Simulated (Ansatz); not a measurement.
# InGaC6N6: the cost of one run

Program: Ansatz 0.2.0. Level of theory: DFT PBE, scalar-relativistic, plane waves, PAW. These are calculated values, not measurements.

## Step 1: The system as given

Symmetry: Fm-3m, No. 225, cubic system. Conventional cell: a = 10.312 Å, b = 10.312 Å, c = 10.312 Å, α = 90.00°, β = 90.00°, γ = 90.00°. In (site symmetry m-3m) has 6 C at 2.00 Å in its first shell of neighbours. Ga (site symmetry m-3m) is surrounded by 6 N at 1.98 Å. C (site symmetry 4mm) has 1 N at 1.17 Å and 1 In at 2.00 Å in its first shell of neighbours. N (site symmetry 4mm) is surrounded by 1 C at 1.17 Å and 1 Ga at 1.98 Å.

As a file:

```
CELL_PARAMETERS angstrom
0.00000 5.15600 5.15600
5.15600 0.00000 5.15600
5.15600 5.15600 0.00000
ATOMIC_POSITIONS crystal
In 0.00000 0.00000 0.00000
Ga 0.50000 0.50000 0.50000
C 0.80595 0.19405 0.19405
C 0.19405 0.80595 0.19405
C 0.19405 0.19405 0.80595
C 0.19405 0.80595 0.80595
C 0.80595 0.19405 0.80595
C 0.80595 0.80595 0.19405
N 0.69249 0.30751 0.30751
N 0.30751 0.69249 0.30751
N 0.30751 0.30751 0.69249
N 0.30751 0.69249 0.69249
N 0.69249 0.30751 0.69249
N 0.69249 0.69249 0.30751
```

A structure generator made this guess: cyanide-bridged rock-salt net of two metals, 0 guest cations a cell (Fm-3m, No. 225). Its size is a rough estimate.

## Step 2: A first look at the guess

Contents of input.yaml:

```yaml
crystal:
  lattice:
    - [0.0, 5.156, 5.156]
    - [5.156, 0.0, 5.156]
    - [5.156, 5.156, 0.0]
  atoms:
    - { symbol: In, position: [0.0, 0.0, 0.0] }
    - { symbol: Ga, position: [0.5, 0.5, 0.5] }
    - { symbol: C, position: [0.80595423, 0.19404577, 0.19404577] }
    - { symbol: C, position: [0.19404577, 0.80595423, 0.19404577] }
    - { symbol: C, position: [0.19404577, 0.19404577, 0.80595423] }
    - { symbol: C, position: [0.19404577, 0.80595423, 0.80595423] }
    - { symbol: C, position: [0.80595423, 0.19404577, 0.80595423] }
    - { symbol: C, position: [0.80595423, 0.80595423, 0.19404577] }
    - { symbol: "N", position: [0.69249418, 0.30750582, 0.30750582] }
    - { symbol: "N", position: [0.30750582, 0.69249418, 0.30750582] }
    - { symbol: "N", position: [0.30750582, 0.30750582, 0.69249418] }
    - { symbol: "N", position: [0.30750582, 0.69249418, 0.69249418] }
    - { symbol: "N", position: [0.69249418, 0.30750582, 0.69249418] }
    - { symbol: "N", position: [0.69249418, 0.69249418, 0.30750582] }
basis:
  ecutwfc: 420
kpoints:
  mp_grid: { grid: [4, 4, 4] }
hamiltonian:
  xc: pbe
scf:
  occupations: { method: gaussian, width: 0.1 }
  lower_state_search: "off"
output:
  forces: true
  stress: true
  eigenvalues: true
```

On the command line:

```console
> ansatz run input.yaml --threads 1 --pin off --max-ram 2560MiB --backend cpu --events-out ev --progress --plain --runs-dir out
```

**Question.** How long does this run take on 1 thread of AMD EPYC 9R45 (Zen 5), shared host, and how much memory does it need?

About 2.4 s, with a peak of 0.6 GiB.
